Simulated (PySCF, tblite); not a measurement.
**C4H12Si3: geometry, infrared bands and NMR shifts**

Aim: predict the infrared bands and NMR shifts of C4H12Si3 (`C#CC[SiH2][Si@@H](C)[SiH3]`).

The runs use tblite 0.8.0 and PySCF 2.14.0, with density-fitted response routines of our own; the level of theory stands in each step. All values are computed, except where a source is named. Atoms are numbered from 0 throughout.

## 1. The starting structure

19 atoms, charge 0, multiplicity 1; geometry from: force field or distance geometry start.

Bonds of the start (Å): C0–C1 1.20, C1–C2 1.47, C2–Si3 1.88, Si3–Si4 2.30, Si4–C5 1.84, Si4–Si6 2.30, C0–H7 1.07, C2–H8 1.10, C2–H9 1.08, Si3–H10 1.49, Si3–H11 1.47, Si4–H12 1.49, C5–H13 1.10, C5–H14 1.09, C5–H15 1.10, Si6–H16 1.49, Si6–H17 1.48, Si6–H18 1.49.

## 2. Relaxing the molecule with GFN2-xTB

Job settings and geometry (Å):

```
{"job": {"kind": "relax", "xc": "GFN2-xTB", "basis": "xTB"}, "charge": 0, "multiplicity": 1}
C      2.565800     1.621100     0.681300
C      2.290000     0.537600     0.243800
C      2.004100    -0.815200    -0.257500
Si     0.559000    -0.892200    -1.451100
Si    -1.417500    -0.430500    -0.359500
C     -1.463600    -1.277200     1.269100
Si    -1.538200     1.845800    -0.092000
H      2.794900     2.597300     1.067100
H      1.817300    -1.490300     0.584200
H      2.881500    -1.198300    -0.766200
H      0.468400    -2.287600    -1.979400
H      0.747900     0.004100    -2.604700
H     -2.564500    -0.898800    -1.191300
H     -0.633900    -0.952900     1.917300
H     -1.383100    -2.353900     1.160600
H     -2.398400    -1.070600     1.811700
H     -2.874600     2.213300     0.452300
H     -1.344400     2.539800    -1.382900
H     -0.520500     2.317800     0.889600
```

Run with:

```sh
OMP_NUM_THREADS=1 python probes_run.py task.json out
```

One launch serves the whole session: the jobs run in the order shown.

**Question.** This job is followed by: GFN2-xTB harmonic vibrations, gas phase; GIAO PBE0/pcSseg-1 NMR shielding, non-relativistic, gas phase. What will the session give for the following? strongest single infrared mode (GFN2-xTB); zero-point energy (GFN2-xTB); 13C shifts against TMS (PBE0/pcSseg-1); 1H shifts against TMS (PBE0/pcSseg-1, means over atoms taken as alike); 29Si shifts against TMS (PBE0/pcSseg-1).

**Answer**, as computed:

| quantity | value |
| --- | --- |
| strongest single infrared mode (GFN2-xTB) | 2232 cm⁻¹, 443 km/mol |
| zero-point energy (GFN2-xTB) | 82.1 kcal/mol |
| 13C shifts against TMS (PBE0/pcSseg-1) | 89.5, 75.6, -0.6, -8.4 ppm |
| 1H shifts against TMS (PBE0/pcSseg-1, means over atoms taken as alike) | 4.21, 4.12, 3.95, 3.58, 2.00, 1.69, 1.35, 0.35 ppm |
| 29Si shifts against TMS (PBE0/pcSseg-1) | -62.7, -91.5, -109.3 ppm |

Over 143 steps the energy fell by 0.270 eV; of the close pairs, Si4–C5 changed most, 1.836 to 1.912 Å. No mode is imaginary among the 51: a minimum at this level. Unscaled tight-binding wavenumbers are off by several per cent, some by more. Its intensities can rank the bands wrongly. At PBE0/pcSseg-1: The widest tensor belongs to C1: span 294 ppm, with a paramagnetic part of -170 ppm.
